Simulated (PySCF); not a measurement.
**Hf(NH2)4: forces at shaken geometries**

Aim: move all atoms of relaxed Hf(NH2)4 at random and read energies and forces. The species was built from a template and needn't be a known compound.

Computed with PySCF 2.14.0. Level: BP86, Hf def2-SVP with ECP60, N def2-SVP, H def2-SVP; scalar-relativistic core potentials, no spin–orbit coupling.

4 further runs of the same task are left out: 2 for a known fault of the program, 2 that didn't finish.

### Step 1. Where the work starts

13 atoms, charge 0, spin multiplicity 1.

Bond lengths: Hf1–N2 2.061 Å, Hf1–N5 2.061 Å, Hf1–N8 2.061 Å, Hf1–N11 2.061 Å, N2–H3 1.029 Å, N2–H4 1.027 Å, N5–H6 1.027 Å, N5–H7 1.029 Å, N8–H9 1.027 Å, N8–H10 1.029 Å, N11–H12 1.029 Å, N11–H13 1.027 Å. Angles: N2–Hf1–N5 110.1°, N2–Hf1–N8 108.2°, N2–Hf1–N11 110.1°, N5–Hf1–N8 110.1°, N5–Hf1–N11 108.2°, N8–Hf1–N11 110.1°, Hf1–N2–H3 123.2°, Hf1–N2–H4 129.1°, H3–N2–H4 107.6°, Hf1–N5–H6 129.1°, Hf1–N5–H7 123.2°, H6–N5–H7 107.6°, Hf1–N8–H9 129.1°, Hf1–N8–H10 123.2°, H9–N8–H10 107.6°, Hf1–N11–H12 123.2°, Hf1–N11–H13 129.1°, H12–N11–H13 107.6°.

Geometry (Å):

| atom | x (Å) | y (Å) | z (Å) |
| --- | --- | --- | --- |
| Hf1 | 0.0000 | 0.0000 | 0.0000 |
| N2 | 1.2089 | 1.2300 | 1.1283 |
| H3 | 2.0681 | 0.9045 | 1.5917 |
| H4 | 1.1363 | 2.2421 | 1.2862 |
| N5 | -1.2090 | -1.1282 | 1.2300 |
| H6 | -1.1362 | -1.2864 | 2.2421 |
| H7 | -2.0681 | -1.5917 | 0.9045 |
| N8 | 1.2089 | -1.2300 | -1.1283 |
| H9 | 1.1363 | -2.2421 | -1.2862 |
| H10 | 2.0681 | -0.9045 | -1.5917 |
| N11 | -1.2090 | 1.1282 | -1.2300 |
| H12 | -2.0681 | 1.5917 | -0.9045 |
| H13 | -1.1362 | 1.2864 | -2.2421 |

Formal oxidation states: Hf +4. An earlier session relaxed this geometry at BP86, Hf def2-SVP with ECP60, N def2-SVP, H def2-SVP (singlet, point group S4).

Its energy there is -271.914710 Eh.

### Step 2. Atoms moved at random, σ = 0.06 Å

The input, run.py (the lines that set the calculation):

```python
mol = gto.M(atom='''
Hf    -0.09424    -0.07305    -0.12323
N      1.10117     1.17235     1.09019
H      2.07858     0.84674     1.60296
H      1.15788     2.31704     1.31424
N     -1.14487    -1.13112     1.24242
H     -1.20031    -1.32105     2.22641
H     -2.02192    -1.56247     0.94126
N      1.14472    -1.30655    -1.07821
H      1.27074    -2.17265    -1.25166
H      2.04278    -0.91158    -1.57351
N     -1.18141     1.28335    -1.18631
H     -2.10322     1.53955    -0.98887
H     -1.04991     1.31943    -2.21569''',
    basis={'Hf': 'def2-SVP', 'N': 'def2-SVP', 'H': 'def2-SVP'},
    ecp={'Hf': 'def2-SVP'},
    charge=0, spin=0)
mf = dft.RKS(mol, xc='B88,P86')
mf.grids.atom_grid = (50, 194)
mf = mf.density_fit()  # fitting sets: Hf def2-universal-JKFIT, N def2-universal-JKFIT, H def2-universal-JKFIT
mf.conv_tol = 1e-08; mf.max_cycle = 55
mf.kernel(dm0)  # dm0: the density of the relaxed state
```

Launch:

```
$ OMP_NUM_THREADS=2 python run.py
```

The log of the run:

```text
init E= -271.78638117404
  HOMO = -0.222510716654392  LUMO = -0.0581531719839201  gap/eV = 4.47240
cycle= 1 E= -271.837148854578  delta_E= -0.0508  |g|= 0.238  |ddm|= 0.768
  HOMO = -0.117197713861202  LUMO = -0.0202463567345603  gap/eV = 2.63818
cycle= 2 E= -271.732962358847  delta_E= 0.104  |g|= 0.682  |ddm|= 0.857
  HOMO = -0.177413329294074  LUMO = -0.019885756985806  gap/eV = 4.28654
cycle= 3 E= -271.85238360816  delta_E= -0.119  |g|= 0.0795  |ddm|= 0.604
  HOMO = -0.179070062472725  LUMO = -0.0233033180213592  gap/eV = 4.23863
cycle= 4 E= -271.853802764464  delta_E= -0.00142  |g|= 0.0354  |ddm|= 0.118
  HOMO = -0.180729237716767  LUMO = -0.0230617608636159  gap/eV = 4.29035
cycle= 5 E= -271.854106743651  delta_E= -0.000304  |g|= 0.0107  |ddm|= 0.0377
  HOMO = -0.180145866603816  LUMO = -0.0227856108653199  gap/eV = 4.28199
cycle= 6 E= -271.854129945616  delta_E= -2.32e-05  |g|= 0.00361  |ddm|= 0.0121
  HOMO = -0.180390891373278  LUMO = -0.0229883735784835  gap/eV = 4.28314
cycle= 7 E= -271.854133465952  delta_E= -3.52e-06  |g|= 0.00086  |ddm|= 0.00477
  HOMO = -0.18038526522256  LUMO = -0.0229855708384665  gap/eV = 4.28306
cycle= 8 E= -271.854133624871  delta_E= -1.59e-07  |g|= 0.000377  |ddm|= 0.000961
  HOMO = -0.180406549364957  LUMO = -0.0229826015218979  gap/eV = 4.28372
cycle= 9 E= -271.854133660917  delta_E= -3.6e-08  |g|= 6.57e-05  |ddm|= 0.000349
  HOMO = -0.180413235846675  LUMO = -0.0229836336411413  gap/eV = 4.28388
cycle= 10 E= -271.854133661909  delta_E= -9.92e-10  |g|= 2.28e-05  |ddm|= 6.93e-05
  HOMO = -0.180415848329286  LUMO = -0.0229848093934955  gap/eV = 4.28392
Extra cycle  E= -271.854133661375  delta_E= 5.35e-10  |g|= 5.29e-05  |ddm|= 6.13e-05
converged SCF energy = -271.854133661375
```

Wall time 8.1 s (2 threads of Arm Neoverse V1, shared host).

Read off: E = -271.854134 Eh (+1.648 eV from the relaxed state), HOMO -4.91 eV, LUMO -0.63 eV, Mulliken charge on Hf1 +0.72 e, largest force component 8.914 eV/Å. 

```csv
atom,Fx,Fy,Fz (eV/Å)
Hf1,0.888,1.925,2.478
N2,2.944,2.269,1.829
H3,-2.864,0.628,-1.563
H4,-0.513,-3.627,-0.954
N5,-0.795,-0.402,-0.476
H6,0.532,0.155,1.176
H7,-0.422,-0.220,-0.613
N8,1.971,8.131,-0.705
H9,0.712,-8.914,-1.350
H10,-1.823,-0.176,1.005
N11,1.880,-0.905,-1.593
H12,-2.379,0.855,0.472
H13,-0.131,0.281,0.294
```

### Step 3. Atoms moved at random, σ = 0.15 Å

The input, run.py (the lines that set the calculation):

```python
mol = gto.M(atom='''
Hf    -0.01461    -0.13664     0.33637
N      1.16839     1.31675     1.01607
H      2.16389     0.89636     1.71020
H      1.11785     2.26796     1.28129
N     -1.14075    -0.91720     1.18038
H     -1.07935    -1.56752     2.16100
H     -1.91327    -1.64705     0.89547
N      1.18397    -1.30445    -1.42693
H      1.06918    -2.41077    -1.35570
H      2.00619    -0.87013    -1.38450
N     -1.36476     1.24253    -1.23797
H     -2.06324     1.66667    -0.86546
H     -1.13349     1.46348    -2.31022''',
    basis={'Hf': 'def2-SVP', 'N': 'def2-SVP', 'H': 'def2-SVP'},
    ecp={'Hf': 'def2-SVP'},
    charge=0, spin=0)
mf = dft.RKS(mol, xc='B88,P86')
mf.grids.atom_grid = (50, 194)
mf = mf.density_fit()  # fitting sets: Hf def2-universal-JKFIT, N def2-universal-JKFIT, H def2-universal-JKFIT
mf.conv_tol = 1e-08; mf.max_cycle = 55
mf.kernel(dm0)  # dm0: the density of the relaxed state
```

Launch:

```
$ OMP_NUM_THREADS=2 python run.py
```

The log of the run:

```text
init E= -271.209642675694
  HOMO = -0.328276097223068  LUMO = -0.271551288197632  gap/eV = 1.54356
cycle= 1 E= -271.453785202728  delta_E= -0.244  |g|= 0.67  |ddm|= 1.81
  HOMO = -0.038574769273712  LUMO = -0.00987695547258942  gap/eV = 0.78091
cycle= 2 E= -270.167664105481  delta_E= 1.29  |g|= 1.97  |ddm|= 3.77
  HOMO = -0.130442920470266  LUMO = -0.0403413880170937  gap/eV = 2.45179
cycle= 3 E= -271.47626434374  delta_E= -1.31  |g|= 0.605  |ddm|= 3.31
  HOMO = -0.135937369709627  LUMO = -0.0673684141419173  gap/eV = 1.86586
cycle= 4 E= -271.579415867982  delta_E= -0.103  |g|= 0.136  |ddm|= 0.719
  HOMO = -0.160023566874677  LUMO = -0.0718242268949627  gap/eV = 2.40003
cycle= 5 E= -271.575670314276  delta_E= 0.00375  |g|= 0.183  |ddm|= 0.303
  HOMO = -0.138012592386385  LUMO = -0.0733170809033474  gap/eV = 1.76045
cycle= 6 E= -271.582929929126  delta_E= -0.00726  |g|= 0.0692  |ddm|= 0.245
  HOMO = -0.142709227936541  LUMO = -0.0712152747076473  gap/eV = 1.94545
cycle= 7 E= -271.584417898798  delta_E= -0.00149  |g|= 0.0186  |ddm|= 0.0883
  HOMO = -0.14284734341177  LUMO = -0.0715149059682627  gap/eV = 1.94105
cycle= 8 E= -271.584497671466  delta_E= -7.98e-05  |g|= 0.00929  |ddm|= 0.0219
  HOMO = -0.142727010909491  LUMO = -0.0714233609772918  gap/eV = 1.94027
cycle= 9 E= -271.584518649165  delta_E= -2.1e-05  |g|= 0.00379  |ddm|= 0.00911
  HOMO = -0.142758994611603  LUMO = -0.071494042933173  gap/eV = 1.93922
cycle= 10 E= -271.584521574289  delta_E= -2.93e-06  |g|= 0.00151  |ddm|= 0.00423
  HOMO = -0.142907018558487  LUMO = -0.0715065823423  gap/eV = 1.94290
cycle= 11 E= -271.584522173203  delta_E= -5.99e-07  |g|= 0.00033  |ddm|= 0.00197
  HOMO = -0.142915979884725  LUMO = -0.0714978363371959  gap/eV = 1.94339
cycle= 12 E= -271.584522204795  delta_E= -3.16e-08  |g|= 7.3e-05  |ddm|= 0.000412
  HOMO = -0.1429077104518  LUMO = -0.0714977251158597  gap/eV = 1.94316
cycle= 13 E= -271.584522206623  delta_E= -1.83e-09  |g|= 6.16e-06  |ddm|= 0.00011
  HOMO = -0.142907380321605  LUMO = -0.0714965758043107  gap/eV = 1.94319
Extra cycle  E= -271.584522206619  delta_E= 4.09e-12  |g|= 7.56e-06  |ddm|= 1.87e-05
converged SCF energy = -271.584522206619
```

It took 9 s on 2 threads of Arm Neoverse V1, shared host.

Result: E = -271.584522 Eh (+8.985 eV from the relaxed state), HOMO -3.89 eV, LUMO -1.95 eV, Mulliken charge on Hf1 +0.44 e, largest force component 19.328 eV/Å. 

| atom | Fx | Fy | Fz (eV/Å) |
| --- | --- | --- | --- |
| Hf1 | 14.487 | 11.943 | -19.328 |
| N2 | 4.611 | -2.390 | 3.419 |
| H3 | -3.437 | 1.465 | -2.329 |
| H4 | -0.068 | 1.835 | 0.478 |
| N5 | -16.977 | -15.978 | 15.302 |
| H6 | 0.087 | 2.438 | -1.802 |
| H7 | 0.976 | 1.789 | -0.416 |
| N8 | -7.855 | -3.671 | 2.666 |
| H9 | 1.239 | 2.852 | -0.425 |
| H10 | 5.559 | 1.592 | -0.009 |
| N11 | 8.712 | -5.508 | -3.555 |
| H12 | -6.588 | 4.173 | 2.845 |
| H13 | -0.745 | -0.539 | 3.154 |

### Step 4. Atoms moved at random, σ = 0.06 Å

The input, run.py (the lines that set the calculation):

```python
mol = gto.M(atom='''
Hf    -0.06852    -0.03339     0.09508
N      1.18306     1.25760     1.10041
H      2.07172     0.88982     1.60065
H      1.17562     2.13338     1.26702
N     -1.17538    -0.99805     1.20081
H     -1.11843    -1.25767     2.29913
H     -2.06122    -1.64129     1.01759
N      1.14125    -1.26477    -1.10899
H      1.13174    -2.19898    -1.34428
H      2.05627    -0.84815    -1.50859
N     -1.25674     1.07336    -1.37721
H     -2.03977     1.59520    -0.96573
H     -1.03961     1.29292    -2.27590''',
    basis={'Hf': 'def2-SVP', 'N': 'def2-SVP', 'H': 'def2-SVP'},
    ecp={'Hf': 'def2-SVP'},
    charge=0, spin=0)
mf = dft.RKS(mol, xc='B88,P86')
mf.grids.atom_grid = (50, 194)
mf = mf.density_fit()  # fitting sets: Hf def2-universal-JKFIT, N def2-universal-JKFIT, H def2-universal-JKFIT
mf.conv_tol = 1e-08; mf.max_cycle = 55
mf.kernel(dm0)  # dm0: the density of the relaxed state
```

Launch:

```
$ OMP_NUM_THREADS=2 python run.py
```

The log of the run:

```text
init E= -271.823661965738
  HOMO = -0.202873291214124  LUMO = -0.0425191874946465  gap/eV = 4.36346
cycle= 1 E= -271.831879691505  delta_E= -0.00822  |g|= 0.143  |ddm|= 0.641
  HOMO = -0.149681740690369  LUMO = -0.0131526339608899  gap/eV = 3.71515
cycle= 2 E= -271.821082140935  delta_E= 0.0108  |g|= 0.257  |ddm|= 0.392
  HOMO = -0.1746454830555  LUMO = -0.018783322635916  gap/eV = 4.24123
cycle= 3 E= -271.83633368016  delta_E= -0.0153  |g|= 0.0606  |ddm|= 0.256
  HOMO = -0.172724993282419  LUMO = -0.0206061993739745  gap/eV = 4.13936
cycle= 4 E= -271.837138792866  delta_E= -0.000805  |g|= 0.0135  |ddm|= 0.0644
  HOMO = -0.173183147312773  LUMO = -0.0199302534551144  gap/eV = 4.17022
cycle= 5 E= -271.837184751422  delta_E= -4.6e-05  |g|= 0.00439  |ddm|= 0.0176
  HOMO = -0.172747918313668  LUMO = -0.0199992887525936  gap/eV = 4.15650
cycle= 6 E= -271.837188206442  delta_E= -3.46e-06  |g|= 0.00199  |ddm|= 0.00494
  HOMO = -0.172989603228273  LUMO = -0.0200578543706659  gap/eV = 4.16148
cycle= 7 E= -271.837189157387  delta_E= -9.51e-07  |g|= 0.000299  |ddm|= 0.00195
  HOMO = -0.17298629740315  LUMO = -0.0200621557434014  gap/eV = 4.16128
cycle= 8 E= -271.837189172173  delta_E= -1.48e-08  |g|= 0.000164  |ddm|= 0.000381
  HOMO = -0.17298395793958  LUMO = -0.0200594820854229  gap/eV = 4.16129
cycle= 9 E= -271.837189179114  delta_E= -6.94e-09  |g|= 2.51e-05  |ddm|= 0.000171
  HOMO = -0.172986760878458  LUMO = -0.0200620065605427  gap/eV = 4.16129
Extra cycle  E= -271.837189178533  delta_E= 5.81e-10  |g|= 5.37e-05  |ddm|= 7.25e-05
converged SCF energy = -271.837189178533
```

Wall time 7.9 s (2 threads of Arm Neoverse V1, shared host).

Read off: E = -271.837189 Eh (+2.109 eV from the relaxed state), HOMO -4.71 eV, LUMO -0.55 eV, Mulliken charge on Hf1 +0.68 e, largest force component 9.305 eV/Å. 

| atom | Fx | Fy | Fz (eV/Å) |
| --- | --- | --- | --- |
| Hf1 | 3.722 | 4.084 | -6.456 |
| N2 | 1.839 | -9.305 | -0.325 |
| H3 | -1.547 | 0.414 | -0.893 |
| H4 | -0.264 | 8.896 | 1.500 |
| N5 | -6.057 | -6.114 | 6.920 |
| H6 | 0.240 | 1.010 | -2.616 |
| H7 | 1.853 | 1.570 | -0.210 |
| N8 | 1.236 | 4.088 | 0.727 |
| H9 | -0.072 | -3.185 | -0.773 |
| H10 | -1.574 | -0.654 | 0.685 |
| N11 | 0.078 | -2.054 | 5.718 |
| H12 | -0.094 | 0.172 | -0.514 |
| H13 | 0.641 | 1.079 | -3.761 |

### Step 5. The displacements side by side

| σ (Å) | energy rise (eV) | harmonic estimate −½ F·u (eV) | largest force component (eV/Å) |
| --- | --- | --- | --- |
| 0.06 | 1.648 | 1.522 | 8.91 |
| 0.15 | 8.985 | 9.247 | 19.33 |
| 0.06 | 2.109 | 2.252 | 9.30 |

Every displacement raises the energy. For a harmonic well the rise equals −½ F·u; the two differ by at most 8 % here (a move with σ = 0.06 Å), from anharmonicity, the grid and the small forces left at the relaxed point. The bases are small and lack diffuse functions. Spin–orbit coupling is left out.
